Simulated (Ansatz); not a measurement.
# C: the cost of one run

Method: DFT PBE, scalar-relativistic, plane waves, PAW, in Ansatz 0.2.0.

1 further run of the same task is left out (it didn't finish).

## Step 1: Starting point

The structure is hexagonal, space group P6_3/mmc (No. 194). Conventional cell: a = 3.071 Å, b = 3.071 Å, c = 5.556 Å, α = 90.00°, β = 90.00°, γ = 120.00°. C (site symmetry 3m) is surrounded by 11 C at 1.85 to 2.00 Å. Around C (site symmetry -6m2) lie 9 C at 1.77 to 2.00 Å. C (site symmetry -6m2) is surrounded by 11 C at 1.77 to 2.00 Å.

Structure file:

```cif
data_structure
_symmetry_space_group_name_H-M 'P 1'
_symmetry_Int_Tables_number 1
_cell_length_a 3.0711
_cell_length_b 3.0711
_cell_length_c 5.5556
_cell_angle_alpha 90.000
_cell_angle_beta 90.000
_cell_angle_gamma 120.000
_cell_volume 45.38
loop_
_atom_site_label
_atom_site_type_symbol
_atom_site_fract_x
_atom_site_fract_y
_atom_site_fract_z
_atom_site_occupancy
C1 C 0.33333 0.66667 0.58300 1
C2 C 0.66667 0.33333 0.08300 1
C3 C 0.33333 0.66667 0.91700 1
C4 C 0.66667 0.33333 0.41700 1
C5 C 0.00000 0.00000 0.25000 1
C6 C 0.00000 0.00000 0.75000 1
C7 C 0.33333 0.66667 0.25000 1
C8 C 0.66667 0.33333 0.75000 1
```

Recipe of the guess: one element on all sites of the Mg3Ir type (P6_3/mmc, No. 194). The dimensions are guesses.

## Step 2: A first look at the guess

Contents of input.yaml:

```yaml
crystal:
  lattice:
    - [3.07111709, 0.0, 0.0]
    - [-1.53555854, 2.65966541, 0.0]
    - [0.0, 0.0, 5.55555541]
  atoms:
    - { symbol: C, position: [0.33333333, 0.66666667, 0.583] }
    - { symbol: C, position: [0.66666667, 0.33333333, 0.083] }
    - { symbol: C, position: [0.33333333, 0.66666667, 0.917] }
    - { symbol: C, position: [0.66666667, 0.33333333, 0.417] }
    - { symbol: C, position: [0.0, 0.0, 0.25] }
    - { symbol: C, position: [0.0, 0.0, 0.75] }
    - { symbol: C, position: [0.33333333, 0.66666667, 0.25] }
    - { symbol: C, position: [0.66666667, 0.33333333, 0.75] }
basis:
  ecutwfc: 420
kpoints:
  mp_grid: { grid: [6, 6, 4] }
hamiltonian:
  xc: pbe
scf:
  occupations: { method: gaussian, width: 0.1 }
  lower_state_search: "off"
output:
  forces: true
  stress: true
  eigenvalues: true
```

Started as:

```
ansatz run input.yaml --threads 1 --pin off --max-ram 2048MiB --backend cpu --events-out ev --progress --plain --runs-dir out
```

Q: Estimate wall time and peak memory on 1 thread of Intel Xeon 6975P-C (Granite Rapids), shared host.

About 1.1 s, with a peak of 0.32 GiB.
